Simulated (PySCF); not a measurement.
# A gas-phase reaction: GeH4O + BH3 → BGeH5O + H2

What reaction energy should one expect for `[OH][GeH3]` + `B` → `B[O][GeH3]` + `[H][H]`?

Computed with PySCF 2.14.0; each step states its level. No surroundings beyond the atoms listed, unless a continuum is named. Atoms count from 0, parts from 1.

### 1 The system as given

Each species was relaxed by itself at PBE0-D3(BJ)/def2-SVPD.

### 2 Reaction energy: wB97M-D3(BJ)/def2-TZVPD

The job: settings as JSON, then the geometry in Å.

```
{"job": {"kind": "react", "xc": "wB97M-D3(BJ)", "basis": "def2-TZVPD"}, "charge": 0, "multiplicity": 1}
-1 GeH4O charge 0 multiplicity 1
Ge     0.116860    -0.301980     0.250740
O     -0.265760     0.726890    -1.168720
H      0.579550    -1.624030    -0.366570
H     -1.147080    -0.486840     1.111280
H      1.231680     0.358270     1.083670
H     -0.568800     1.610250    -0.942570

-1 BH3 charge 0 multiplicity 1
B      0.000660     0.000320     0.000560
H      0.678070     0.388600    -0.916000
H     -1.080840     0.490610     0.199840
H      0.404550    -0.878520     0.717670

+1 BGeH5O charge 0 multiplicity 1
Ge    -1.155250     0.121690    -0.187050
O      0.532650    -0.387040    -0.599460
B      1.639940    -0.170040     0.127860
H     -1.109360     0.865550     1.155500
H     -1.611740     1.020530    -1.341640
H     -1.973240    -1.172560    -0.113800
H      2.692740    -0.585250    -0.302030
H      1.581350     0.424800     1.187160

+1 H2 charge 0 multiplicity 1
H      0.379860     0.014160     0.011610
H     -0.379860    -0.014160    -0.011610
```

Method: wB97M-D3(BJ)/def2-TZVPD reaction energy of separated species, gas phase.

The run is started by

```
$ OMP_NUM_THREADS=1 python cluster_run.py task.json out
```

The driver reads the jobs from task.json and runs them one after another.

The program printed:

```text
species 1 (GeH4O)
coarse grid: 22488 points
cycle   1  E = -2154.5901895661  dE = -6.615e-01  |g| = 8.995e-01  |ddm| = 1.847e+00
cycle   2  E = -2154.5369973743  dE =  5.319e-02  |g| = 1.105e+00  |ddm| = 1.025e+00
cycle   3  E = -2154.7043327806  dE = -1.673e-01  |g| = 6.727e-02  |ddm| = 5.245e-01
cycle   4  E = -2154.7049047916  dE = -5.720e-04  |g| = 3.557e-02  |ddm| = 5.474e-02
cycle   5  E = -2154.7050562230  dE = -1.514e-04  |g| = 3.595e-03  |ddm| = 2.037e-02
cycle   6  E = -2154.7050604187  dE = -4.196e-06  |g| = 5.664e-04  |ddm| = 5.940e-03
final grid: 45736 points
cycle   7  E = -2154.7049728507  dE = -1.918e-07  |g| = 3.461e-04  |ddm| = 1.654e-03
cycle   8  E = -2154.7049728606  dE = -9.837e-09  |g| = 3.640e-04  |ddm| = 4.904e-04
cycle   9  E = -2154.7049728813  dE = -2.068e-08  |g| = 4.259e-05  |ddm| = 1.654e-04
cycle  10  E = -2154.7049728821  dE = -8.031e-10  |g| = 2.329e-05  |ddm| = 7.749e-05
converged SCF energy = -2154.7049728821

species 2 (BH3)
coarse grid: 12600 points
cycle   1  E = -26.6116433678  dE = -2.473e-01  |g| = 9.645e-02  |ddm| = 1.124e+00
cycle   2  E = -26.6159512568  dE = -4.308e-03  |g| = 2.770e-02  |ddm| = 1.105e-01
cycle   3  E = -26.6162771000  dE = -3.258e-04  |g| = 8.167e-03  |ddm| = 3.407e-02
cycle   4  E = -26.6163113192  dE = -3.422e-05  |g| = 8.495e-04  |ddm| = 1.283e-02
cycle   5  E = -26.6163119176  dE = -5.984e-07  |g| = 1.190e-04  |ddm| = 1.676e-03
final grid: 27328 points
cycle   6  E = -26.6163025975  dE = -1.400e-08  |g| = 3.836e-05  |ddm| = 3.253e-04
cycle   7  E = -26.6163025986  dE = -1.039e-09  |g| = 1.119e-05  |ddm| = 6.559e-05
cycle   8  E = -26.6163025987  dE = -1.083e-10  |g| = 3.744e-06  |ddm| = 1.759e-05
converged SCF energy = -26.6163025987

species 3 (BGeH5O)
coarse grid: 30136 points
cycle   1  E = -2180.0832585848  dE = -5.262e-01  |g| = 9.044e-01  |ddm| = 2.157e+00
cycle   2  E = -2180.0218980723  dE =  6.136e-02  |g| = 1.138e+00  |ddm| = 1.273e+00
cycle   3  E = -2180.2003042253  dE = -1.784e-01  |g| = 8.388e-02  |ddm| = 6.890e-01
cycle   4  E = -2180.2012543390  dE = -9.501e-04  |g| = 4.600e-02  |ddm| = 8.549e-02
cycle   5  E = -2180.2015308447  dE = -2.765e-04  |g| = 4.255e-03  |ddm| = 3.732e-02
cycle   6  E = -2180.2015389850  dE = -8.140e-06  |g| = 9.348e-04  |ddm| = 9.610e-03
final grid: 62320 points
cycle   7  E = -2180.2014126010  dE = -5.087e-07  |g| = 4.850e-04  |ddm| = 2.631e-03
cycle   8  E = -2180.2014126636  dE = -6.263e-08  |g| = 4.577e-04  |ddm| = 7.540e-04
cycle   9  E = -2180.2014126877  dE = -2.406e-08  |g| = 8.168e-05  |ddm| = 3.144e-04
cycle  10  E = -2180.2014126922  dE = -4.535e-09  |g| = 4.954e-05  |ddm| = 1.479e-04
cycle  11  E = -2180.2014126929  dE = -7.049e-10  |g| = 1.878e-05  |ddm| = 7.334e-05
converged SCF energy = -2180.2014126929

species 4 (H2)
coarse grid: 4944 points
cycle   1  E = -1.1694183054  dE = -2.751e-01  |g| = 9.863e-03  |ddm| = 4.504e-01
cycle   2  E = -1.1694525453  dE = -3.424e-05  |g| = 1.161e-03  |ddm| = 9.676e-03
cycle   3  E = -1.1694532275  dE = -6.822e-07  |g| = 1.815e-04  |ddm| = 1.918e-03
final grid: 10744 points
cycle   4  E = -1.1694520577  dE = -2.401e-08  |g| = 4.110e-05  |ddm| = 3.866e-04
cycle   5  E = -1.1694520590  dE = -1.267e-09  |g| = 9.617e-06  |ddm| = 9.165e-05
cycle   6  E = -1.1694520591  dE = -7.510e-11  |g| = 3.020e-07  |ddm| = 2.869e-05
converged SCF energy = -1.1694520591

Reaction energy = -31.703 kcal/mol
```

Wall time 25 s (1 thread of Arm Neoverse N1, shared host); peak memory 0.65 GiB.

Species by species (with the dispersion term, which the log's SCF energies lack):

```tsv
ν	species	energy (Eh)	HOMO (eV)
-1	[OH][GeH3]	-2154.70857	-10.90
-1	B	-26.61783	-12.37
+1	B[O][GeH3]	-2180.20725	-10.52
+1	[H][H]	-1.16967	-14.48
```

### 3 Reaction energy: PBE0-D3(BJ)/def2-TZVPD

The job, as its differences from that of step 2:

```diff
@@ -1,2 +1,2 @@
-{"job": {"kind": "react", "xc": "wB97M-D3(BJ)", "basis": "def2-TZVPD"}, "charge": 0, "multiplicity": 1}
+{"job": {"kind": "react", "xc": "PBE0", "basis": "def2-TZVPD", "disp": "d3bj"}, "charge": 0, "multiplicity": 1}
 -1 GeH4O charge 0 multiplicity 1
```

With the program's defaults for keys left out, this is: PBE0-D3(BJ)/def2-TZVPD reaction energy of separated species, gas phase.

The program printed:

```text
species 1 (GeH4O)
coarse grid: 22488 points
cycle   1  E = -2154.1995185233  dE = -5.690e-01  |g| = 9.745e-01  |ddm| = 1.831e+00
cycle   2  E = -2153.8646138429  dE =  3.349e-01  |g| = 1.657e+00  |ddm| = 1.304e+00
cycle   3  E = -2154.3210365343  dE = -4.564e-01  |g| = 2.080e-01  |ddm| = 8.750e-01
cycle   4  E = -2154.3275750898  dE = -6.539e-03  |g| = 4.913e-02  |ddm| = 1.349e-01
cycle   5  E = -2154.3277829111  dE = -2.078e-04  |g| = 6.958e-03  |ddm| = 2.819e-02
cycle   6  E = -2154.3277937388  dE = -1.083e-05  |g| = 1.358e-03  |ddm| = 5.738e-03
cycle   7  E = -2154.3277941234  dE = -3.846e-07  |g| = 1.787e-04  |ddm| = 1.085e-03
final grid: 45736 points
cycle   8  E = -2154.3277763238  dE = -3.207e-08  |g| = 2.270e-04  |ddm| = 1.241e-03
cycle   9  E = -2154.3277763131  dE =  1.067e-08  |g| = 3.501e-04  |ddm| = 3.306e-04
cycle  10  E = -2154.3277763334  dE = -2.030e-08  |g| = 4.130e-05  |ddm| = 1.803e-04
cycle  11  E = -2154.3277763337  dE = -2.724e-10  |g| = 1.051e-05  |ddm| = 2.936e-05
converged SCF energy = -2154.3277763337

species 2 (BH3)
coarse grid: 2952 points
cycle   1  E = -26.5639634127  dE = -2.476e-01  |g| = 8.210e-02  |ddm| = 1.102e+00
cycle   2  E = -26.5663271938  dE = -2.364e-03  |g| = 2.619e-02  |ddm| = 1.221e-01
cycle   3  E = -26.5665496290  dE = -2.224e-04  |g| = 1.029e-02  |ddm| = 3.110e-02
cycle   4  E = -26.5665848773  dE = -3.525e-05  |g| = 4.269e-04  |ddm| = 8.937e-03
cycle   5  E = -26.5665849453  dE = -6.798e-08  |g| = 1.338e-05  |ddm| = 6.951e-04
final grid: 27328 points
cycle   6  E = -26.5657317267  dE = -9.998e-06  |g| = 2.080e-03  |ddm| = 1.771e-02
cycle   7  E = -26.5657324824  dE = -7.556e-07  |g| = 1.302e-03  |ddm| = 2.571e-03
cycle   8  E = -26.5657330329  dE = -5.505e-07  |g| = 2.997e-05  |ddm| = 1.126e-03
cycle   9  E = -26.5657330332  dE = -3.517e-10  |g| = 3.703e-06  |ddm| = 3.357e-05
converged SCF energy = -26.5657330332

species 3 (BGeH5O)
coarse grid: 30136 points
cycle   1  E = -2179.6558878856  dE = -5.142e-01  |g| = 9.477e-01  |ddm| = 2.179e+00
cycle   2  E = -2179.3340201231  dE =  3.219e-01  |g| = 1.630e+00  |ddm| = 1.560e+00
cycle   3  E = -2179.7658565320  dE = -4.318e-01  |g| = 2.432e-01  |ddm| = 1.078e+00
cycle   4  E = -2179.7749344171  dE = -9.078e-03  |g| = 4.335e-02  |ddm| = 1.694e-01
cycle   5  E = -2179.7750971132  dE = -1.627e-04  |g| = 5.062e-03  |ddm| = 3.284e-02
cycle   6  E = -2179.7751038639  dE = -6.751e-06  |g| = 7.716e-04  |ddm| = 5.680e-03
final grid: 62320 points
cycle   7  E = -2179.7750599587  dE = -9.910e-08  |g| = 6.949e-04  |ddm| = 3.237e-03
cycle   8  E = -2179.7750599703  dE = -1.156e-08  |g| = 7.824e-04  |ddm| = 1.235e-03
cycle   9  E = -2179.7750600629  dE = -9.264e-08  |g| = 1.281e-04  |ddm| = 5.923e-04
cycle  10  E = -2179.7750600656  dE = -2.675e-09  |g| = 3.977e-05  |ddm| = 1.046e-04
cycle  11  E = -2179.7750600659  dE = -2.510e-10  |g| = 4.016e-06  |ddm| = 2.491e-05
converged SCF energy = -2179.7750600659

species 4 (H2)
coarse grid: 1240 points
cycle   1  E = -1.1670632054  dE = -2.327e-01  |g| = 2.266e-02  |ddm| = 4.588e-01
cycle   2  E = -1.1672506555  dE = -1.875e-04  |g| = 3.233e-03  |ddm| = 1.896e-02
cycle   3  E = -1.1672551118  dE = -4.456e-06  |g| = 9.769e-05  |ddm| = 2.761e-03
final grid: 10744 points
cycle   4  E = -1.1681371420  dE = -1.923e-06  |g| = 2.733e-04  |ddm| = 1.564e-03
cycle   5  E = -1.1681371702  dE = -2.819e-08  |g| = 3.984e-05  |ddm| = 2.444e-04
cycle   6  E = -1.1681371708  dE = -6.298e-10  |g| = 1.251e-06  |ddm| = 3.096e-05
converged SCF energy = -1.1681371708

Reaction energy = -31.793 kcal/mol
```

It took 14 s on 1 thread of Arm Neoverse N1, shared host; peak memory 0.61 GiB.

Reaction energy at this level: -31.79 kcal/mol.

### 4 Energies of the species: MP2/def2-TZVPD

The job, as its differences from that of step 3:

```diff
@@ -1,2 +1,2 @@
-{"job": {"kind": "react", "xc": "PBE0", "basis": "def2-TZVPD", "disp": "d3bj"}, "charge": 0, "multiplicity": 1}
+{"job": {"kind": "react", "xc": "MP2", "basis": "def2-TZVPD"}, "charge": 0, "multiplicity": 1}
 -1 GeH4O charge 0 multiplicity 1
```

With the program's defaults for keys left out, this is: MP2/def2-TZVPD reaction energy of separated species, gas phase.

The program printed:

```text
species 1 (GeH4O)
final grid: 45736 points
cycle   1  E = -2152.5333617912  dE = -7.949e-01  |g| = 6.170e-01  |ddm| = 1.824e+00
cycle   2  E = -2152.5765470195  dE = -4.319e-02  |g| = 4.549e-01  |ddm| = 5.614e-01
cycle   3  E = -2152.6048277934  dE = -2.828e-02  |g| = 3.627e-02  |ddm| = 2.290e-01
cycle   4  E = -2152.6053432584  dE = -5.155e-04  |g| = 8.667e-03  |ddm| = 4.863e-02
cycle   5  E = -2152.6053663363  dE = -2.308e-05  |g| = 3.512e-03  |ddm| = 1.171e-02
cycle   6  E = -2152.6053683415  dE = -2.005e-06  |g| = 6.876e-04  |ddm| = 3.388e-03
cycle   7  E = -2152.6053685333  dE = -1.918e-07  |g| = 1.562e-04  |ddm| = 1.480e-03
cycle   8  E = -2152.6053685502  dE = -1.695e-08  |g| = 3.691e-05  |ddm| = 3.110e-04
cycle   9  E = -2152.6053685511  dE = -8.677e-10  |g| = 6.819e-06  |ddm| = 6.974e-05
converged SCF energy = -2152.6053685511

species 2 (BH3)
final grid: 27328 points
cycle   1  E = -26.3831127504  dE = -2.855e-01  |g| = 1.870e-01  |ddm| = 1.064e+00
cycle   2  E = -26.3988401989  dE = -1.573e-02  |g| = 4.655e-02  |ddm| = 1.825e-01
cycle   3  E = -26.3998304350  dE = -9.902e-04  |g| = 9.620e-03  |ddm| = 5.934e-02
cycle   4  E = -26.3998836865  dE = -5.325e-05  |g| = 8.083e-04  |ddm| = 1.456e-02
cycle   5  E = -26.3998841330  dE = -4.464e-07  |g| = 1.287e-04  |ddm| = 2.358e-03
cycle   6  E = -26.3998841453  dE = -1.237e-08  |g| = 1.893e-05  |ddm| = 2.622e-04
cycle   7  E = -26.3998841456  dE = -3.001e-10  |g| = 1.494e-06  |ddm| = 5.637e-05
converged SCF energy = -26.3998841456

species 3 (BGeH5O)
final grid: 62320 points
cycle   1  E = -2177.8304607653  dE = -6.196e-01  |g| = 6.420e-01  |ddm| = 2.103e+00
cycle   2  E = -2177.8845769961  dE = -5.412e-02  |g| = 4.704e-01  |ddm| = 6.837e-01
cycle   3  E = -2177.9155981506  dE = -3.102e-02  |g| = 4.914e-02  |ddm| = 2.954e-01
cycle   4  E = -2177.9165630457  dE = -9.649e-04  |g| = 1.344e-02  |ddm| = 8.271e-02
cycle   5  E = -2177.9165949421  dE = -3.190e-05  |g| = 4.916e-03  |ddm| = 1.647e-02
cycle   6  E = -2177.9165994830  dE = -4.541e-06  |g| = 7.606e-04  |ddm| = 5.493e-03
cycle   7  E = -2177.9165997949  dE = -3.120e-07  |g| = 2.114e-04  |ddm| = 1.934e-03
cycle   8  E = -2177.9165998194  dE = -2.443e-08  |g| = 5.918e-05  |ddm| = 4.389e-04
cycle   9  E = -2177.9165998218  dE = -2.394e-09  |g| = 1.316e-05  |ddm| = 1.552e-04
cycle  10  E = -2177.9165998219  dE = -1.373e-10  |g| = 3.532e-06  |ddm| = 4.275e-05
converged SCF energy = -2177.9165998219

species 4 (H2)
final grid: 10744 points
cycle   1  E = -1.1312980972  dE = -3.213e-01  |g| = 4.426e-02  |ddm| = 4.479e-01
cycle   2  E = -1.1322328849  dE = -9.348e-04  |g| = 7.183e-03  |ddm| = 3.751e-02
cycle   3  E = -1.1322675850  dE = -3.470e-05  |g| = 8.111e-04  |ddm| = 1.078e-02
cycle   4  E = -1.1322680000  dE = -4.150e-07  |g| = 2.771e-05  |ddm| = 1.627e-03
cycle   5  E = -1.1322680005  dE = -4.855e-10  |g| = 2.610e-06  |ddm| = 6.834e-05
converged SCF energy = -1.1322680005

Reaction energy = -33.758 kcal/mol
```

Run time: 6.3 s. Hardware: 1 thread of Arm Neoverse N1, shared host; peak memory 0.48 GiB.

Reaction energy at this level: -33.76 kcal/mol.

### 5 Comparing the runs

Energies in kcal/mol, with wall time:

```tsv
run	reaction	time
wB97M-D3(BJ)/def2-TZVPD	-31.70	25 s
PBE0-D3(BJ)/def2-TZVPD	-31.79	14 s
MP2/def2-TZVPD	-33.76	6.3 s
```

### 6 Results

| quantity | value |
| --- | --- |
| reaction energy (wB97M-D3(BJ)/def2-TZVPD) | -31.70 kcal/mol |
| ΔH, ΔG at 298 K (xTB thermal terms) | -34.7, -33.3 kcal/mol |
| range of the reaction energy over the runs of this table | -33.76 to -31.70 kcal/mol |

**Reading.** The reaction is exothermic by 34.7 kcal/mol in the gas phase; dispersion gives -0.59, and xTB itself gave -17.88 for the electronic energy (xTB energies and thermal terms come from the earlier relaxation of each species, not shown). No barrier was sought. xTB and this level differ widely in the electronic energy, so what comes from xTB (the thermal terms above all) is less safe here. The reaction energy runs from -33.76 (MP2/def2-TZVPD) to -31.70 kcal/mol (wB97M-D3(BJ)/def2-TZVPD).
